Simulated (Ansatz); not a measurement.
# AsH2+ (triplet): the correlation ladder at a displaced geometry (v1), cc-pVDZ

How much of the correlation energy of AsH2+ (triplet) does each wave-function method recover here?

The runs use Ansatz 0.2.0, Gaussian basis; cc-pVDZ, core rule «outside noble gas», up to 14 orbitals frozen.

Plan: UHF; CCSD(T) on ROHF; CCSD(T) on UHF; BCCD(T) on ROHF; CISD; CCSDT(Q) on ROHF; CCSDT(Q) on UHF; CCSDTQ on ROHF; CASSCF and MRCISD+Q, 6 electrons in 6 orbitals; CASSCF and NEVPT2, 6 electrons in 6 orbitals; Full CI.

13 further runs of the same task are left out: 2 that didn't finish, 11 set aside as unsound or not needed.

**1. What is computed**

The geometry is a PBE0/def2-TZVP stationary point (not a proven minimum) with its atoms shifted at random (size 0.040 Å). No spin-orbit coupling is included. The filled d shell of As may be among the frozen orbitals whatever the setting's name suggests; the logs give the count.

3 atoms, charge 1, spin multiplicity 3.

Atoms are counted from 1 here; the program's logs count them from 0.

Bond lengths: As1–H2 1.513 Å, As1–H3 1.487 Å. Angles: H2–As1–H3 120.6°.

**2. UHF**

Input file in.yaml:

```yaml
crystal:
  periodic: [false, false, false]
  atoms:
    - {symbol: As, position_ang: [-0.000607, -0.019452, 0.000850]}
    - {symbol: H, position_ang: [-0.001440, 0.693300, -1.334314]}
    - {symbol: H, position_ang: [0.046524, 0.752610, 1.271095]}
basis:
  gaussian: {orbitals: cc-pVDZ}
total_charge: 1
magnetization: {spin_polarized: true, initial_magnetization: 2}
hamiltonian: {xc: hf}
output: {orbitals: {seedname: orbitals}}
```

Command:

```console
$ ansatz run in.yaml --threads 1 --pin off --events-out ev --progress --plain --max-ram 2393MiB
```

After this run come: CCSD(T) on ROHF; CCSD(T) on UHF; BCCD(T) on ROHF; CISD; CCSDT(Q) on ROHF; CCSDT(Q) on UHF; CCSDTQ on ROHF; CASSCF and MRCISD+Q, 6 electrons in 6 orbitals; CASSCF and NEVPT2, 6 electrons in 6 orbitals; Full CI.

Before running them: what should the planned runs give, taken together? Wanted: FCI below the RHF energy; RMP2 from FCI; UMP2 from FCI; RCCSD from FCI; RCCSD(T) from FCI; UCCSD(T) from FCI; RCCSDT(Q) from FCI; UCCSDT(Q) from FCI; NEVPT2 valence from FCI.

As calculated:

| quantity | value |
| --- | --- |
| FCI below the RHF energy | -2.7202 eV |
| RMP2 from FCI | +14.88 kcal/mol |
| UMP2 from FCI | +14.64 kcal/mol |
| RCCSD from FCI | +1.59 kcal/mol |
| RCCSD(T) from FCI | +0.37 kcal/mol |
| UCCSD(T) from FCI | +0.13 kcal/mol |
| RCCSDT(Q) from FCI | -0.01 kcal/mol |
| UCCSDT(Q) from FCI | -0.25 kcal/mol |
| NEVPT2 valence from FCI | +10.63 kcal/mol |
| MRCISD+Q valence from FCI | +0.07 kcal/mol |
| levels within 1 kcal/mol (43 meV) | RCCSD(T), UCCSD(T), BCCD(T), RCCSDT, UCCSDT, RCCSDT(Q), UCCSDT(Q), RCCSDTQ, MRCISD+Q valence |
| T1 diagnostic | 0.018 |
| effectively unpaired electrons | 2.03 |

What this shows: RCCSD(T) misses by +0.37 kcal/mol, 0.6 % of the correlation energy. UCCSDT, UCCSDT(Q) fall below full CI: unrestricted runs freeze a spin-polarised core, another one than full CI's, and coupled cluster isn't variational. One determinant dominates. Of the multireference levels listed MRCISD+Q valence comes nearest in total energy (+0.07 kcal/mol), which doesn't show that its space is the better one. These misses are within one basis, not against nature; the frozen cores of restricted and unrestricted runs differ, which can shift their rows.
